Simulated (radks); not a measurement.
# Ge⁺ in [Ar] 3d10 4s2 4d1: an all-electron calculation

An exercise on one series of results from a longer session: the logs are not shown, and one member is left open.

The numbers are computed with radks (a radial shooting solver on a logarithmic mesh, Libxc functionals) version 1 (scalar-relativistic Kohn-Sham, PBE, spin-polarised, spherical densities, finite nucleus; open shells are filled with parallel spins first), except any that are marked as measured or tabulated.

**The system**

- element: germanium (Z = 32)
- charge: +1
- electrons: 31
- configuration: [Ar] 3d10 4s2 4d1
- nuclear rms radius: 4.0742 fm

Outer shells as boxes (Hund's rule):

Ge⁺
```
[Ar] core
3d [↑↓][↑↓][↑↓][↑↓][↑↓]
4s [↑↓]
4d [↑ ][  ][  ][  ][  ]
```

The first run:

Settings of this run:

```text
Z 32
configuration [Ar] 3d10 4s2 4d1
relativity scalar-relativistic
functional pbe,pbe
spin polarised
nucleus finite rms 4.0742 fm
c 137.035999084
```

Run with:

```bash
> python run_ks.py task.json out
```

The same process makes all the runs of this session.

One table of the session follows, with a row left open; its other results are not shown here.

It belongs to the step «Shells». Radial moments (bohr):

| level | <r> | outermost maximum (interpolated) | 90 % within | nodes |
| --- | --- | --- | --- | --- |
| 1s down | 0.04700 | 0.0307 | 0.0840 | 0 |
| 1s up | 0.04700 | 0.0307 | 0.0840 | 0 |
| 2s up | 0.2100 | 0.176 | 0.325 | 1 |
| 2s down | 0.2100 | 0.176 | 0.325 | 1 |
| 2p up | 0.1837 | 0.141 | 0.300 | 0 |
| 2p down | 0.1837 | 0.141 | 0.300 | 0 |
| 3s up | 0.6242 | 0.542 | 0.934 | 2 |
| 3s down | 0.6242 | 0.542 | 0.934 | 2 |
| 3p up | 0.6469 | 0.543 | 0.995 | 1 |
| 3p down | 0.6469 | 0.543 | 0.995 | 1 |
| 3d up | ? | ? | ? | ? |
| 3d down | 0.7319 | 0.504 | 1.24 | 0 |
| 4s up | 1.982 | 1.69 | 2.95 | 3 |
| 4s down | 1.966 | 1.68 | 2.92 | 3 |
| 4d up | 4.593 | 3.85 | 7.06 | 1 |

**Question.** Estimate the row for 3d up.

As computed: <r>: 0.7325; outermost maximum (interpolated): 0.504; 90 % within: 1.24; nodes: 0. In the column «<r>» it lies between 3d down (0.7319) and 4s down (1.966).
